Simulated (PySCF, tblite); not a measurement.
**C8H9FSi: geometry, infrared bands and NMR shifts**

Wanted: the infrared bands and NMR shifts of C8H9FSi (`CCC#CC1=C(F)C=C[SiH2]1`), by calculation.

Programs: tblite 0.8.0 and PySCF 2.14.0, with density-fitted response routines of our own. Each step states its level of theory. These are calculated values for one molecule in the gas phase, unless marked as measured. Atoms are numbered from 0 throughout.

## (1) Starting geometry

19 atoms, charge 0, multiplicity 1; geometry from: force field or distance geometry start.

Bonds of the start (Å): C0–C1 1.54, C1–C2 1.46, C2–C3 1.21, C3–C4 1.41, C4–C5 1.35, C5–F6 1.35, C5–C7 1.44, C7–C8 1.35, C8–Si9 1.89, Si9–C4 1.87, C0–H10 1.08, C0–H11 1.10, C0–H12 1.10, C1–H13 1.09, C1–H14 1.08, C7–H15 1.08, C8–H16 1.08, Si9–H17 1.49, Si9–H18 1.49.

## (2) Optimising the geometry with GFN2-xTB

Job settings and geometry (Å):

```
{"job": {"kind": "relax", "xc": "GFN2-xTB", "basis": "xTB"}, "charge": 0, "multiplicity": 1}
C      3.655700    -0.406700     0.401200
C      2.907300     0.361700    -0.698000
C      1.467100     0.281600    -0.496100
C      0.266300     0.238800    -0.360800
C     -1.132300     0.169000    -0.176200
C     -2.073200     0.730700    -0.966400
F     -1.785200     1.461300    -2.063300
C     -3.443800     0.524900    -0.568000
C     -3.606200    -0.225500     0.541000
Si    -1.934300    -0.752200     1.235200
H      4.725800    -0.342400     0.245500
H      3.416600     0.002900     1.394100
H      3.359700    -1.461000     0.415000
H      3.239700     1.403200    -0.685200
H      3.176900    -0.049600    -1.663900
H     -4.261500     0.943300    -1.141400
H     -4.535800    -0.503200     1.017600
H     -1.766100    -2.230300     1.159200
H     -1.686400    -0.137400     2.568000
```

Started as:

```console
$ OMP_NUM_THREADS=1 python probes_run.py task.json out
```

One launch serves the whole session: the jobs run in the order shown.

**Question.** This job is followed by: GFN2-xTB harmonic vibrations, gas phase; GIAO PBE0/pcSseg-1 NMR shielding, non-relativistic, gas phase. What will the session give for the following? strongest single infrared mode (GFN2-xTB); zero-point energy (GFN2-xTB); ¹³C shifts against TMS (PBE0/pcSseg-1); ¹H shifts against TMS (PBE0/pcSseg-1, means over atoms taken as alike); ¹⁹F shifts against CFCl3 (PBE0/pcSseg-1); ²⁹Si shifts against TMS (PBE0/pcSseg-1).

As calculated:

```
                                                              quantity                                                    value
                             strongest single infrared mode (GFN2-xTB)                                    2272 cm⁻¹, 451 km/mol
                                          zero-point energy (GFN2-xTB)                                            85.7 kcal/mol
                                ¹³C shifts against TMS (PBE0/pcSseg-1)  181.3, 153.8, 132.9, 113.3, 100.6, 80.9, 17.4, 17.1 ppm
¹H shifts against TMS (PBE0/pcSseg-1, means over atoms taken as alike)                         7.10, 6.07, 4.65, 2.65, 1.25 ppm
                              ¹⁹F shifts against CFCl3 (PBE0/pcSseg-1)                                                -83.8 ppm
                               ²⁹Si shifts against TMS (PBE0/pcSseg-1)                                                -41.3 ppm
```

The optimisation took 34 steps and gained 0.115 eV; among the close pairs (by a distance rule), C4–Si9 changed most, from 1.867 to 1.900 Å. All 51 modes are real, so the xTB geometry is a minimum. Unscaled tight-binding wavenumbers are off by several per cent, some by more. Its intensities can rank the bands wrongly. At PBE0/pcSseg-1: The largest span, 275 ppm, is at F6, where the paramagnetic term is -223 ppm.
